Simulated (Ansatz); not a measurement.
# BF₂HO: one species, many methods

One table from this session's results is given with a row withheld; the runs are named, their logs left out.

Method: functionals in def2-TZVPP, the program's frozen cores in correlated methods; program: Ansatz 0.2.0, Gaussian basis.

The runs, in order: LDA (SPW92), PBE-D4, revPBE-D4, BLYP-D4, r2SCAN-D4, B97M-V, PBE0-D4, B3LYP-D4, r2SCANh-D4, r2SCAN0-D4, HSE06-D4, BHLYP-D4, CAM-B3LYP-D4, LC-ωPBE, ωB97X-V, ωB97M-V, B2PLYP, PBE-QIDH; CCSD(T)/def2-SVP; CCSD(T)/def2-TZVPP; CCSD(T)/def2-QZVPP; extrapolation to the limit; RPA on PBE.

## The geometry

An earlier PBE0-D4 in a triple-zeta def2 set relaxation fixed the geometry.

SMILES `OB(F)F`, 5 atoms, charge 0, spin multiplicity 1.

Atoms are counted from 1 here; the program's logs count them from 0.

Bond lengths: O1–B2 1.345 Å, O1–H5 0.960 Å, B2–F3 1.317 Å, B2–F4 1.327 Å. Angles: B2–O1–H5 113.5°, O1–B2–F3 119.5°, O1–B2–F4 122.2°, F3–B2–F4 118.3°.

The first run:

File in.yaml:

```yaml
crystal:
  periodic: [false, false, false]
  atoms:
    - {symbol: O, position_ang: [0.021311, 0.983397, 0.184337]}
    - {symbol: B, position_ang: [0.113362, -0.357739, 0.129320]}
    - {symbol: F, position_ang: [0.692262, -1.008650, 1.117116]}
    - {symbol: F, position_ang: [-0.361644, -1.058864, -0.892926]}
    - {symbol: H, position_ang: [-0.415391, 1.368256, -0.579148]}
basis:
  gaussian: {orbitals: def2-TZVPP}
hamiltonian: {xc: lda}
output: {orbitals: {seedname: orbitals}}
```

Run with:

```
ansatz run in.yaml --threads 4 --pin off --events-out ev --progress --plain --max-ram 10444MiB
```

Steps of the session up to this table: LDA; PBE-D4 (GGA); revPBE-D4 (GGA); BLYP-D4 (GGA); r2SCAN-D4 (meta-GGA); B97M-V (meta-GGA); PBE0-D4 (hybrid); B3LYP-D4 (hybrid); r2SCANh-D4 (hybrid); r2SCAN0-D4 (hybrid); HSE06-D4 (hybrid); BHLYP-D4 (hybrid); CAM-B3LYP-D4 (range-separated); LC-ωPBE (range-separated); ωB97X-V (range-separated); ωB97M-V (range-separated); B2PLYP (double hybrid); PBE-QIDH (double hybrid).

One table of the session follows, with a row left open; its other results are not shown here.

It belongs to the step «Frontier levels by functional». 

```
  functional  HOMO (eV)  LUMO (eV)  gap (eV)
 LDA (SPW92)          ?          ?         ?
      PBE-D4      -8.91      -0.49      8.41
   revPBE-D4      -8.82      -0.44      8.38
     BLYP-D4      -8.82      -0.59      8.23
   r2SCAN-D4      -9.34       0.27      9.61
      B97M-V      -9.40      -0.20      9.20
     PBE0-D4     -10.74       0.34     11.07
    B3LYP-D4     -10.45      -0.08     10.37
  r2SCANh-D4     -10.02       0.51     10.52
  r2SCAN0-D4     -11.05       0.83     11.88
    HSE06-D4     -10.32      -0.02     10.30
    BHLYP-D4     -12.51       0.85     13.35
CAM-B3LYP-D4     -12.29       0.99     13.28
     LC-ωPBE     -13.68       2.34     16.02
     ωB97X-V     -13.29       2.16     15.45
     ωB97M-V     -13.22       1.63     14.85
```

Q: Estimate the row for LDA (SPW92) from the others.

**Answer.** HOMO (eV): -9.15; LUMO (eV): -0.61; gap (eV): 8.54. In the column «HOMO (eV)» it lies between r2SCAN-D4 (-9.34) and PBE-D4 (-8.91).
